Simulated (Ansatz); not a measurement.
# GaH (triplet): B2PLYP, RPA-PBE over vertical spin and charge gaps, cc-pVQZ

Aim: run GaH (triplet) with these functionals over vertical spin and charge gaps, and hold them against the top wave-function level at the same points.

The runs use Ansatz 0.2.0, Gaussian basis; cc-pVQZ, all electrons in the functionals, frozen cores in the correlation of double hybrids and RPA.

Plan: B2PLYP, RPA-PBE, at charge 0, triplet; charge 0, singlet; charge 0, quintet; charge 1, doublet; charge 1, quartet.

17 further runs of the same task are left out: 4 for a known fault of the program, 6 that didn't finish, 7 set aside as unsound or not needed. Runs told in other sessions of the task aren't counted.

## Step 1: The geometry

The geometry is a PBE0/def2-TZVP stationary point (not a proven minimum). No spin-orbit coupling is included. The filled d shell of Ga may be among the frozen orbitals whatever the setting's name suggests.

2 atoms, charge 0, spin multiplicity 3.

Atoms are counted from 1 here; the program's logs count them from 0.

Bond lengths: Ga1–H2 1.607 Å.

As a file:

```
atom   x (Å)   y (Å)   z (Å)
 Ga1  0.0000  0.0000  0.0000
  H2  0.0000  0.0000  1.6068
```

No dispersion term is added.

The geometry shown and the zero of energy belong to the point charge 0, triplet. The yardstick, FCI, and other wave-function levels (R restricted, U unrestricted, valence and pair active spaces) come from earlier runs.

## Step 2: B2PLYP, charge 0, triplet

Input file in.yaml:

```yaml
crystal:
  periodic: [false, false, false]
  atoms:
    - {symbol: Ga, position_ang: [0.000000, 0.000000, 0.000000]}
    - {symbol: H, position_ang: [0.000000, 0.000000, 1.606800]}
basis:
  gaussian: {orbitals: cc-pVQZ}
magnetization: {spin_polarized: true, initial_magnetization: 2}
hamiltonian: {xc: {name: B2PLYP}}
correlation: {electrons: outside_noble_gas}
```

Launch:

```console
> ansatz run in.yaml --threads 1 --pin off --events-out ev --progress --plain --max-ram 2393MiB
```

Output:

```text
Functional definition: B2PLYP
  name "B2PLYP"
  cite "Grimme, J. Chem. Phys. 124, 034108 (2006) doi:10.1063/1.2148954"
  cite "Becke, Phys. Rev. A 38, 3098 (1988) doi:10.1103/PhysRevA.38.3098"
  cite "Lee, Yang & Parr, Phys. Rev. B 37, 785 (1988) doi:10.1103/PhysRevB.37.785"
  parameter a = 0.53
  parameter c = 0.27
  exchange = (1 - a)*b88_x + a*exact_x
  correlation = (1 - c)*lyp_c + c*(mp2_os + mp2_ss)
607 factors; integrals over basis functions are off by at most 1.4e-3 eV
mean field evaluation 1: about -52380.1899 eV, gradient 7.6e0 eV
mean field evaluation 2: about -52380.1966 eV, gradient 7.6e0 eV
mean field evaluation 4: about -52380.5259 eV, gradient 1.1e0 eV
mean field evaluation 8: about -52380.5396 eV, gradient 4.7e-2 eV
mean field evaluation 16: about -52380.5397 eV, gradient 4.8e-5 eV
mean field -52380.53971095 eV, -1924.9493295724 hartree, gradient 2.2e-6 eV, S^2 2.010117; 0 other end points of the search recorded, 0 dependent functions left out
14 core orbitals not correlated: weight in the atoms' cores, before any rotation towards them, 0.998 or more for the frozen orbitals, at most 0.002 for the correlated occupied ones
reference -52380.53982749 eV, -1924.9493338552 hartree; 3, 1 occupied and 81, 83 virtual orbitals, 607 factors
second order -1.58281753 eV of doubles, -0.00000000 eV of singles
Total energy: -52380.96718822 eV, -1924.9650390725 hartree
```

It took 3 s on 1 thread of Arm Neoverse V2, shared host.

From the report: ⟨S²⟩ of the determinant 2.010 (pure triplet: 2.00).

## Step 3: B2PLYP, charge 0, singlet

in.yaml, as its differences from that of step 2:

```diff
@@ -7,3 +7,2 @@
   gaussian: {orbitals: cc-pVQZ}
-magnetization: {spin_polarized: true, initial_magnetization: 2}
 hamiltonian: {xc: {name: B2PLYP}}
```

Launched as before.

Output, shortened:

```text
Functional definition: B2PLYP
  name "B2PLYP"
  cite "Grimme, J. Chem. Phys. 124, 034108 (2006) doi:10.1063/1.2148954"
  cite "Becke, Phys. Rev. A 38, 3098 (1988) doi:10.1103/PhysRevA.38.3098"
  cite "Lee, Yang & Parr, Phys. Rev. B 37, 785 (1988) doi:10.1103/PhysRevB.37.785"
[...]
607 factors; integrals over basis functions are off by at most 1.4e-3 eV
[...]
mean field -52382.46697211 eV, -1925.0201551138 hartree, gradient 6.8e-6 eV, S^2 0.000000; 0 other end points of the search recorded, 0 dependent functions left out
14 core orbitals not correlated: weight in the atoms' cores, before any rotation towards them, 0.998 or more for the frozen orbitals, at most 0.001 for the correlated occupied ones
reference -52382.46709051 eV, -1925.0201594647 hartree; 2, 2 occupied and 82, 82 virtual orbitals, 607 factors
second order -2.16241130 eV of doubles, -0.00000000 eV of singles
Total energy: -52383.05094156 eV, -1925.0416155950 hartree
```

Run time: 1.8 s. Hardware: 1 thread of Arm Neoverse V2, shared host.

From charge 0, triplet: -2.084 eV.

## Step 4: B2PLYP, charge 0, quintet

in.yaml, as its differences from that of step 3:

```diff
@@ -7,2 +7,3 @@
   gaussian: {orbitals: cc-pVQZ}
+magnetization: {spin_polarized: true, initial_magnetization: 4}
 hamiltonian: {xc: {name: B2PLYP}}
```

Same command.

Output, shortened:

```text
Functional definition: B2PLYP
  name "B2PLYP"
  cite "Grimme, J. Chem. Phys. 124, 034108 (2006) doi:10.1063/1.2148954"
  cite "Becke, Phys. Rev. A 38, 3098 (1988) doi:10.1103/PhysRevA.38.3098"
  cite "Lee, Yang & Parr, Phys. Rev. B 37, 785 (1988) doi:10.1103/PhysRevB.37.785"
[...]
607 factors; integrals over basis functions are off by at most 1.4e-3 eV
[...]
mean field -52374.64334713 eV, -1924.7326421986 hartree, gradient 2.3e-6 eV, S^2 6.001703; 0 other end points of the search recorded, 0 dependent functions left out
14 core orbitals not correlated: weight in the atoms' cores, before any rotation towards them, 0.992 or more for the frozen orbitals, at most 0.007 for the correlated occupied ones
reference -52374.64347379 eV, -1924.7326468536 hartree; 4, 0 occupied and 80, 84 virtual orbitals, 607 factors
second order -0.51238093 eV of doubles, -0.00000000 eV of singles
Total energy: -52374.78181664 eV, -1924.7377308595 hartree
```

Run time: 2.7 s. Hardware: 1 thread of Arm Neoverse V2, shared host.

From the report: ⟨S²⟩ of the determinant 6.002 (pure quintet: 6.00).

From charge 0, triplet: +6.185 eV.

## Step 5: B2PLYP, charge 1, doublet

in.yaml, as its differences from that of step 4:

```diff
@@ -7,3 +7,4 @@
   gaussian: {orbitals: cc-pVQZ}
-magnetization: {spin_polarized: true, initial_magnetization: 4}
+total_charge: 1
+magnetization: {spin_polarized: true, initial_magnetization: 1}
 hamiltonian: {xc: {name: B2PLYP}}
```

Same command.

Output, shortened:

```text
Functional definition: B2PLYP
  name "B2PLYP"
  cite "Grimme, J. Chem. Phys. 124, 034108 (2006) doi:10.1063/1.2148954"
  cite "Becke, Phys. Rev. A 38, 3098 (1988) doi:10.1103/PhysRevA.38.3098"
  cite "Lee, Yang & Parr, Phys. Rev. B 37, 785 (1988) doi:10.1103/PhysRevB.37.785"
[...]
607 factors; integrals over basis functions are off by at most 1.4e-3 eV
[...]
mean field -52374.41148457 eV, -1924.7241214067 hartree, gradient 1.9e-6 eV, S^2 0.767376; 0 other end points of the search recorded, 0 dependent functions left out
14 core orbitals not correlated: weight in the atoms' cores, before any rotation towards them, 0.997 or more for the frozen orbitals, at most 0.002 for the correlated occupied ones
reference -52374.41159751 eV, -1924.7241255573 hartree; 2, 1 occupied and 82, 83 virtual orbitals, 607 factors
second order -1.20858451 eV of doubles, -0.00000000 eV of singles
Total energy: -52374.73791533 eV, -1924.7361175158 hartree
```

Run time: 2.6 s. Hardware: 1 thread of Arm Neoverse V2, shared host.

From the report: ⟨S²⟩ of the determinant 0.767 (pure doublet: 0.75).

From charge 0, triplet: +6.229 eV.

## Step 6: B2PLYP, charge 1, quartet

in.yaml, as its differences from that of step 5:

```diff
@@ -8,3 +8,3 @@
 total_charge: 1
-magnetization: {spin_polarized: true, initial_magnetization: 1}
+magnetization: {spin_polarized: true, initial_magnetization: 3}
 hamiltonian: {xc: {name: B2PLYP}}
```

Same command.

Output, shortened:

```text
Functional definition: B2PLYP
  name "B2PLYP"
  cite "Grimme, J. Chem. Phys. 124, 034108 (2006) doi:10.1063/1.2148954"
  cite "Becke, Phys. Rev. A 38, 3098 (1988) doi:10.1103/PhysRevA.38.3098"
  cite "Lee, Yang & Parr, Phys. Rev. B 37, 785 (1988) doi:10.1103/PhysRevB.37.785"
[...]
607 factors; integrals over basis functions are off by at most 1.4e-3 eV
[...]
mean field -52367.70953989 eV, -1924.4778294824 hartree, gradient 1.6e-6 eV, S^2 3.751193; 0 other end points of the search recorded, 0 dependent functions left out
14 core orbitals not correlated: weight in the atoms' cores, before any rotation towards them, 0.994 or more for the frozen orbitals, at most 0.005 for the correlated occupied ones
reference -52367.70966558 eV, -1924.4778341016 hartree; 3, 0 occupied and 81, 84 virtual orbitals, 607 factors
second order -0.22258672 eV of doubles, -0.00000000 eV of singles
Total energy: -52367.76976399 eV, -1924.4800426775 hartree
```

It took 2.6 s on 1 thread of Arm Neoverse V2, shared host.

From the report: ⟨S²⟩ of the determinant 3.751 (pure quartet: 3.75).

From charge 0, triplet: +13.197 eV.

## Step 7: RPA-PBE, charge 0, triplet

Input file in.yaml:

```yaml
crystal:
  periodic: [false, false, false]
  atoms:
    - {symbol: Ga, position_ang: [0.000000, 0.000000, 0.000000]}
    - {symbol: H, position_ang: [0.000000, 0.000000, 1.606800]}
basis:
  gaussian: {orbitals: cc-pVQZ}
magnetization: {spin_polarized: true, initial_magnetization: 2}
hamiltonian: {xc: {name: PBE}}
correlation: {method: rpa, electrons: outside_noble_gas}
```

Same command.

Output, shortened:

```text
Functional definition: PBE
  name "PBE"
  cite "Perdew, Burke & Ernzerhof, Phys. Rev. Lett. 77, 3865 (1996) doi:10.1103/PhysRevLett.77.3865"
  parent pbe
[...]
607 factors; integrals over basis functions are off by at most 1.4e-3 eV
[...]
mean field -52384.24660769 eV, -1925.0855555151 hartree, gradient 2.2e-6 eV, S^2 2.003496; 2 other end points of the search recorded, 0 dependent functions left out
14 core orbitals not correlated: weight in the atoms' cores, before any rotation towards them, 0.996 or more for the frozen orbitals, at most 0.003 for the correlated occupied ones
reference -52348.25123836 eV, -1923.7627500907 hartree; 3, 1 occupied and 81, 83 virtual orbitals, 607 factors
Total energy: -52351.86020740 eV, -1923.8953772565 hartree
```

It took 2.9 s on 1 thread of Arm Neoverse V2, shared host.

From the report: ⟨S²⟩ of the determinant 2.003 (pure triplet: 2.00).

## Step 8: RPA-PBE, charge 0, singlet

in.yaml, as its differences from that of step 7:

```diff
@@ -7,3 +7,2 @@
   gaussian: {orbitals: cc-pVQZ}
-magnetization: {spin_polarized: true, initial_magnetization: 2}
 hamiltonian: {xc: {name: PBE}}
```

The command is unchanged.

Output, shortened:

```text
Functional definition: PBE
  name "PBE"
  cite "Perdew, Burke & Ernzerhof, Phys. Rev. Lett. 77, 3865 (1996) doi:10.1103/PhysRevLett.77.3865"
  parent pbe
[...]
607 factors; integrals over basis functions are off by at most 1.4e-3 eV
[...]
mean field -52386.25160723 eV, -1925.1592378891 hartree, gradient 1.7e-6 eV, S^2 0.000000; 0 other end points of the search recorded, 0 dependent functions left out
14 core orbitals not correlated: weight in the atoms' cores, before any rotation towards them, 0.996 or more for the frozen orbitals, at most 0.001 for the correlated occupied ones
reference -52349.71179202 eV, -1923.8164244475 hartree; 2, 2 occupied and 82, 82 virtual orbitals, 607 factors
Total energy: -52353.82469568 eV, -1923.9675708691 hartree
```

It took 1.6 s on 1 thread of Arm Neoverse V2, shared host.

From charge 0, triplet: -1.964 eV.

## Step 9: RPA-PBE, charge 0, quintet

in.yaml, as its differences from that of step 8:

```diff
@@ -7,2 +7,3 @@
   gaussian: {orbitals: cc-pVQZ}
+magnetization: {spin_polarized: true, initial_magnetization: 4}
 hamiltonian: {xc: {name: PBE}}
```

The command is unchanged.

Output:

```text
Functional definition: PBE
  name "PBE"
  cite "Perdew, Burke & Ernzerhof, Phys. Rev. Lett. 77, 3865 (1996) doi:10.1103/PhysRevLett.77.3865"
  parent pbe
  parameter kappa = 0.804
  parameter beta = 0.06672455060314922
  exchange = pbe_x(kappa = kappa, mu = beta*pi^2/3)
  correlation = pbe_c(beta = beta)
607 factors; integrals over basis functions are off by at most 1.4e-3 eV
mean field evaluation 1: about -52377.4955 eV, gradient 1.8e1 eV
mean field evaluation 2: about -52377.4927 eV, gradient 1.8e1 eV
mean field evaluation 4: about -52377.9902 eV, gradient 7.1e-1 eV
mean field evaluation 8: about -52377.9931 eV, gradient 2.7e-3 eV
mean field -52377.99305957 eV, -1924.8557418604 hartree, gradient 8.9e-6 eV, S^2 6.001863; 0 other end points of the search recorded, 0 dependent functions left out
14 core orbitals not correlated: weight in the atoms' cores, before any rotation towards them, 0.985 or more for the frozen orbitals, at most 0.013 for the correlated occupied ones
reference -52343.77411440 eV, -1923.5982188197 hartree; 4, 0 occupied and 80, 84 virtual orbitals, 607 factors
Total energy: -52346.11660986 eV, -1923.6843039400 hartree
```

Wall time 2 s (1 thread of Arm Neoverse V2, shared host).

From the report: ⟨S²⟩ of the determinant 6.002 (pure quintet: 6.00).

From charge 0, triplet: +5.744 eV.

## Step 10: RPA-PBE, charge 1, doublet

in.yaml, as its differences from that of step 9:

```diff
@@ -7,3 +7,4 @@
   gaussian: {orbitals: cc-pVQZ}
-magnetization: {spin_polarized: true, initial_magnetization: 4}
+total_charge: 1
+magnetization: {spin_polarized: true, initial_magnetization: 1}
 hamiltonian: {xc: {name: PBE}}
```

Same command.

Output, shortened:

```text
Functional definition: PBE
  name "PBE"
  cite "Perdew, Burke & Ernzerhof, Phys. Rev. Lett. 77, 3865 (1996) doi:10.1103/PhysRevLett.77.3865"
  parent pbe
[...]
607 factors; integrals over basis functions are off by at most 1.4e-3 eV
[...]
mean field -52377.90110983 eV, -1924.8523627698 hartree, gradient 8.0e-7 eV, S^2 0.755826; 0 other end points of the search recorded, 0 dependent functions left out
14 core orbitals not correlated: weight in the atoms' cores, before any rotation towards them, 0.995 or more for the frozen orbitals, at most 0.003 for the correlated occupied ones
reference -52342.33157697 eV, -1923.5452065470 hartree; 2, 1 occupied and 82, 83 virtual orbitals, 607 factors
Total energy: -52345.18141533 eV, -1923.6499361752 hartree
```

It took 2.2 s on 1 thread of Arm Neoverse V2, shared host.

From the report: ⟨S²⟩ of the determinant 0.756 (pure doublet: 0.75).

From charge 0, triplet: +6.679 eV.

## Step 11: RPA-PBE, charge 1, quartet

in.yaml, as its differences from that of step 10:

```diff
@@ -8,3 +8,3 @@
 total_charge: 1
-magnetization: {spin_polarized: true, initial_magnetization: 1}
+magnetization: {spin_polarized: true, initial_magnetization: 3}
 hamiltonian: {xc: {name: PBE}}
```

Launched as before.

Output, shortened:

```text
Functional definition: PBE
  name "PBE"
  cite "Perdew, Burke & Ernzerhof, Phys. Rev. Lett. 77, 3865 (1996) doi:10.1103/PhysRevLett.77.3865"
  parent pbe
[...]
607 factors; integrals over basis functions are off by at most 1.4e-3 eV
[...]
mean field -52370.78799841 eV, -1924.5909607466 hartree, gradient 7.9e-6 eV, S^2 3.751441; 2 other end points of the search recorded, 0 dependent functions left out
14 core orbitals not correlated: weight in the atoms' cores, before any rotation towards them, 0.990 or more for the frozen orbitals, at most 0.009 for the correlated occupied ones
reference -52336.91058534 eV, -1923.3459887792 hartree; 3, 0 occupied and 81, 84 virtual orbitals, 607 factors
Total energy: -52338.78816057 eV, -1923.4149883961 hartree
```

Wall time 2.6 s (1 thread of Arm Neoverse V2, shared host).

From the report: ⟨S²⟩ of the determinant 3.751 (pure quartet: 3.75).

From charge 0, triplet: +13.072 eV.

## Step 12: The comparison

The yardstick is full CI for this spin, exact in this basis with these frozen cores. It comes from earlier runs at the same points. Energies in eV, counted from charge 0, triplet; blanks weren't run or aren't comparable.

```
  level  triplet to singlet  triplet to quintet  ionisation to the doublet cation  ionisation to the quartet cation
    FCI              -2.002                                                 6.323                            12.923
 B2PLYP              -2.084               6.185                             6.229                            13.197
RPA-PBE              -1.964               5.744                             6.679                            13.072
```

Largest miss and mean time a point (FCI took 19 s a point; shared hosts):

```
  level  largest miss (eV)                             where  time a point
 B2PLYP             +0.274  ionisation to the quartet cation         2.6 s
RPA-PBE             +0.355  ionisation to the doublet cation         2.3 s
```

## Step 13: What came out

| quantity | value |
| --- | --- |
| triplet to singlet, FCI | -2.002 eV |
| ionisation to the doublet cation, FCI | 6.323 eV |
| ionisation to the quartet cation, FCI | 12.923 eV |
| largest miss, B2PLYP | +0.274 eV (ionisation to the quartet cation) |
| largest miss, RPA-PBE | +0.355 eV (ionisation to the doublet cation) |

What this shows: Misses are known at 3 of 4 points at best, and only functionals with that many are ranked. Of the functionals, B2PLYP keep the smallest largest miss at the points compared (at most 0.274 eV) and RPA-PBE strays most (0.355 eV, at ionisation to the doublet cation). Functionals and the yardstick converge differently with the basis, so part of each miss in cc-pVQZ is the basis.
